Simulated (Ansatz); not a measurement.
# TiC: the cost of one run

Computed with Ansatz 0.2.0 (DFT PBEsol, frozen-core PAW and all-electron LAPW, scalar-relativistic unless said, unless a step's input says otherwise).

The COD entry's cell or inner coordinates are ideal or old and differ from later refinements, so a difference from it is no clean test against experiment.

## (1) The system as given

It takes space group Fm-3m (No. 225, cubic). The conventional cell has a = 4.319 Å, b = 4.319 Å, c = 4.319 Å, α = 90.00°, β = 90.00°, γ = 90.00°. Ti (site symmetry m-3m) is surrounded by 6 C at 2.16 Å. C (site symmetry m-3m) is surrounded by 6 Ti at 2.16 Å.

As a file:

```
CELL_PARAMETERS angstrom
0.00000 2.15930 2.15930
2.15930 0.00000 2.15930
2.15930 2.15930 0.00000
ATOMIC_POSITIONS crystal
Ti 0.00000 0.00000 0.00000
C 0.50000 0.50000 0.50000
```

Cartesian axes are those of the input's lattice vectors. The structure goes back to a database entry.

## (2) Cell and atoms relaxed, PAW

File input.yaml:

```yaml
crystal:
  lattice:
    - [0.0, 2.1593, 2.1593]
    - [2.1593, 0.0, 2.1593]
    - [2.1593, 2.1593, 0.0]
  atoms:
    - { symbol: Ti, position: [0.0, 0.0, 0.0] }
    - { symbol: C, position: [0.5, 0.5, 0.5] }
kpoints:
  mp_grid: { grid: [14, 14, 14] }
scf:
  occupations: { method: fermi_dirac, width: 0.1 }
hamiltonian:
  xc: pbesol
  pseudopotentials: { kind: paw }
relax:
  f_tol: 0.002
  max_steps: 80
  cell: {}
output:
  forces: true
  stress: true
  write_density: true
  write_potential: true
  elf: true
  volumetric_format: npy
```

Run with:

```sh
ansatz run input.yaml --threads 1 --pin off --max-ram 3072MiB --backend cpu --events-out ev --progress --plain --runs-dir out
```

**Question.** How long does this run take on 1 thread of AMD EPYC 9R45 (Zen 5), shared host, and how much memory does it need?

About 2.5 s, with a peak of 0.4 GiB.
